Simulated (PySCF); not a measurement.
# C4H11OPSi: magnetic properties

Aim: compute the magnetic properties of C4H11OPSi (`C[C@@H]1[C@H]([SiH3])C[P@@H]1=O`).

Programs: PySCF 2.14.0, with routines of our own; each step states its level. All values are computed. Atoms count from 0.

## (1) The system as given

18 atoms, charge 0, multiplicity 1; geometry from: GFN2-xTB.

## (2) Magnetic properties: GIAO PBE/pcSseg-1

What the job is given:

```
{"job": {"kind": "mag", "xc": "PBE", "basis": "pcSseg-1", "isotopologues": 2}, "charge": 0, "multiplicity": 1}
C     -0.855384     1.319805    -0.871952
C     -0.707111     0.638198     0.475934
C      0.567791    -0.224913     0.646829
Si     2.164954     0.352444    -0.205360
C     -0.014250    -1.563794     0.140174
P     -1.704726    -0.925971     0.489511
O     -2.853367    -1.165971    -0.384021
H     -0.744734     0.596481    -1.677792
H     -1.849717     1.756783    -0.954399
H     -0.114107     2.107050    -1.000186
H     -0.863815     1.359449     1.280003
H      0.754608    -0.324095     1.720450
H      2.010511     0.296175    -1.658493
H      3.233802    -0.556891     0.210420
H      2.452834     1.718825     0.231731
H      0.338996    -2.460447     0.644605
H      0.109589    -1.698130    -0.936120
H     -1.934632    -1.218680     1.837009
```

With the program's defaults for keys left out, this is: GIAO PBE/pcSseg-1 magnetisability, rotational g tensor and spin-rotation constants, non-relativistic, gas phase.

On the command line:

```console
OMP_NUM_THREADS=1 python excited_run.py task.json out
```

This one command runs all jobs of the session in turn.

Standard output:

```text
coarse grid: 15504 points
cycle   1  E = -864.1265017136  dE =  8.281e-01  |g| = 1.089e+00  |ddm| = 3.947e+00
cycle   2  E = -862.0274875613  dE =  2.099e+00  |g| = 3.040e+00  |ddm| = 6.334e+00
cycle   3  E = -864.2829502046  dE = -2.255e+00  |g| = 5.792e-01  |ddm| = 5.993e+00
cycle   4  E = -864.3535242354  dE = -7.057e-02  |g| = 2.733e-01  |ddm| = 9.666e-01
cycle   5  E = -864.3708079881  dE = -1.728e-02  |g| = 6.597e-02  |ddm| = 3.157e-01
cycle   6  E = -864.3718328879  dE = -1.025e-03  |g| = 2.449e-02  |ddm| = 9.094e-02
cycle   7  E = -864.3719652202  dE = -1.323e-04  |g| = 7.825e-03  |ddm| = 2.623e-02
cycle   8  E = -864.3719782989  dE = -1.308e-05  |g| = 2.260e-03  |ddm| = 1.002e-02
cycle   9  E = -864.3719794082  dE = -1.109e-06  |g| = 6.915e-04  |ddm| = 3.105e-03
final grid: 138984 points
cycle  10  E = -864.4436202280  dE = -2.444e-06  |g| = 1.937e-02  |ddm| = 4.688e-02
cycle  11  E = -864.4431623224  dE =  4.579e-04  |g| = 4.998e-02  |ddm| = 7.200e-02
cycle  12  E = -864.4436937916  dE = -5.315e-04  |g| = 6.779e-03  |ddm| = 5.912e-02
cycle  13  E = -864.4437031276  dE = -9.336e-06  |g| = 8.678e-04  |ddm| = 6.621e-03
cycle  14  E = -864.4437033212  dE = -1.936e-07  |g| = 2.696e-04  |ddm| = 1.491e-03
cycle  15  E = -864.4437033381  dE = -1.691e-08  |g| = 5.580e-05  |ddm| = 3.276e-04
cycle  16  E = -864.4437033388  dE = -7.005e-10  |g| = 1.751e-05  |ddm| = 7.937e-05
converged SCF energy = -864.4437033388

Magnetisability tensor (1e-30 J/T^2)
    -1409.59       -6.93      -25.34
       -6.93    -1350.33      -22.45
      -25.34      -22.45    -1285.81
isotropic -1348.58   principal values   -1416.55  -1354.13  -1275.07
isotropic susceptibility -81.213 1e-6 cm^3/mol

Inertial axes            a          b          c
rot. const./GHz      3.6591     1.1287     0.9787
chi total           -84.593    -80.386    -78.661
chi diamagnetic    -482.549  -1161.632  -1333.822
chi paramagnetic    397.956   1081.246   1255.161
quadrupole/D A      -13.914      8.315      5.599
g nuclear            0.6534     0.5547     0.5609
g electronic        -0.6841    -0.5733    -0.5771
g total             -0.0307    -0.0186    -0.0162

Spin-rotation constants (kHz, H = +C I.J)
atom  isotope        aa         bb         cc
  5    31P        5.330      1.951      1.590
  7     1H       -0.428     -0.099      0.010
  8     1H       -0.159     -0.044     -0.110
  9     1H       -0.041     -0.079     -0.116
 10     1H       -0.389     -0.110      0.028
 11     1H       -0.355     -0.107     -0.009
 12     1H       -0.343     -0.092      0.025
 13     1H       -0.222      0.011     -0.097
 14     1H       -0.241     -0.038     -0.046
 15     1H       -0.409      0.057     -0.117
 16     1H       -0.389     -0.136      0.042
 17     1H       -0.227     -0.054      0.021
  0    13C*       0.469      0.166      0.140
  1    13C*       0.576      0.241      0.226
  2    13C*       0.612      0.119      0.135
  3   29Si*      -1.921     -0.673     -0.544
  4    13C*       0.487      0.241      0.205
  6    17O*      -0.759     -0.133     -0.217
* in the singly substituted isotopologue

Isotopologues: g along a, b, c
2H    at 7,8,9,10,11,12    -0.0237    -0.0170    -0.0146
13C   at 0                 -0.0299    -0.0186    -0.0161
```

Wall time 73 s (1 thread of Arm Neoverse N1, shared host); peak memory 0.7 GiB.

Key values:

```tsv
quantity	value
magnetisability	-1349·10⁻³⁰ J/T²
molar susceptibility	-81.2·10⁻⁶ cm³/mol
rotational g (a, b, c)	-0.0307, -0.0186, -0.0162
```

## (3) Magnetic properties: common gauge origin mPW1PW91/MINI

Settings changed since step 2:

```diff
@@ -1,2 +1,2 @@
-{"job": {"kind": "mag", "xc": "PBE", "basis": "pcSseg-1", "isotopologues": 2}, "charge": 0, "multiplicity": 1}
+{"job": {"kind": "mag", "xc": "mPW1PW91", "basis": "MINI", "gauge": [0, 0, 0]}, "charge": 0, "multiplicity": 1}
 C     -0.855384     1.319805    -0.871952
```

Method: common gauge origin mPW1PW91/MINI magnetisability, rotational g tensor and spin-rotation constants, non-relativistic, gas phase.

Standard output:

```text
coarse grid: 15504 points
cycle   1  E = -859.5079168696  dE =  1.120e+00  |g| = 6.492e-01  |ddm| = 6.220e+00
cycle   2  E = -857.9942822513  dE =  1.514e+00  |g| = 2.497e+00  |ddm| = 5.737e+00
cycle   3  E = -859.6905008644  dE = -1.696e+00  |g| = 2.063e-01  |ddm| = 4.236e+00
cycle   4  E = -859.7026003691  dE = -1.210e-02  |g| = 9.996e-02  |ddm| = 4.163e-01
cycle   5  E = -859.7056909395  dE = -3.091e-03  |g| = 1.729e-02  |ddm| = 1.593e-01
cycle   6  E = -859.7057917378  dE = -1.008e-04  |g| = 3.283e-03  |ddm| = 3.609e-02
cycle   7  E = -859.7057950786  dE = -3.341e-06  |g| = 9.228e-04  |ddm| = 7.097e-03
final grid: 138984 points
cycle   8  E = -859.7442563858  dE = -8.391e-06  |g| = 3.067e-03  |ddm| = 1.642e-02
cycle   9  E = -859.7442565391  dE = -1.534e-07  |g| = 3.063e-03  |ddm| = 1.171e-02
cycle  10  E = -859.7442595392  dE = -3.000e-06  |g| = 8.394e-04  |ddm| = 6.595e-03
cycle  11  E = -859.7442597717  dE = -2.326e-07  |g| = 7.218e-05  |ddm| = 1.736e-03
cycle  12  E = -859.7442597736  dE = -1.835e-09  |g| = 2.170e-05  |ddm| = 1.888e-04
cycle  13  E = -859.7442597737  dE = -1.596e-10  |g| = 4.735e-06  |ddm| = 4.688e-05
converged SCF energy = -859.7442597737

Magnetisability tensor (1e-30 J/T^2)
    -7680.23     2957.65     -458.21
     2957.65   -16311.58     -862.27
     -458.21     -862.27   -18829.07
isotropic -14273.63   principal values  -19118.35 -16978.33  -6724.20
isotropic susceptibility -859.578 1e-6 cm^3/mol

Inertial axes            a          b          c
rot. const./GHz      3.6591     1.1287     0.9787
chi total          -404.975  -1022.508  -1151.250
chi diamagnetic    -502.963  -1180.486  -1353.738
chi paramagnetic     97.987    157.978    202.488
quadrupole/D A      -12.750      6.832      5.918
g nuclear            0.6534     0.5547     0.5609
g electronic        -0.1684    -0.0838    -0.0931
g total              0.4850     0.4709     0.4678

Spin-rotation constants (kHz, H = +C I.J)
atom  isotope        aa         bb         cc
  5    31P        2.829      0.837      0.584
  7     1H       -1.750     -0.695     -0.897
  8     1H        0.951     -0.490     -0.034
  9     1H        0.579     -0.573     -0.210
 10     1H       -0.122     -0.401     -0.559
 11     1H       -0.249     -0.669     -0.665
 12     1H       -0.698     -0.286     -0.330
 13     1H       -0.357      0.566      0.433
 14     1H       -1.012      0.407      0.311
 15     1H        0.908     -0.599     -0.132
 16     1H       -0.951     -0.804     -0.849
 17     1H       -0.146     -0.087     -0.059
  0    13C*       0.411     -0.009      0.016
  1    13C*       0.059     -0.033     -0.121
  2    13C*       0.214     -0.168     -0.160
  3   29Si*      -1.335     -0.469     -0.383
  4    13C*       0.351     -0.070     -0.038
  6    17O*      -1.435     -0.308     -0.450
* in the singly substituted isotopologue
```

Run time: 4.8 s. Hardware: 1 thread of Arm Neoverse N1, shared host; peak memory 0.44 GiB.

The run ended normally, but its values are not to be used for the molecule: a common gauge origin replaces GIAOs, so the magnetic properties depend on where the origin lies; the basis MINI is minimal.

## (4) Results

| quantity | value |
| --- | --- |
| magnetisability (step 2, GIAO PBE/pcSseg-1) | -1349·10⁻³⁰ J/T² |
| molar susceptibility (step 2, GIAO PBE/pcSseg-1) | -81.2·10⁻⁶ cm³/mol |
| rotational g (a, b, c) (step 2, GIAO PBE/pcSseg-1) | -0.0307, -0.0186, -0.0162 |
| runs | 0 failed, 1 ended on unsound input |

**Reading.** The values above hold for this geometry and these levels alone. Vibrational averaging and real surroundings are missing from these values.
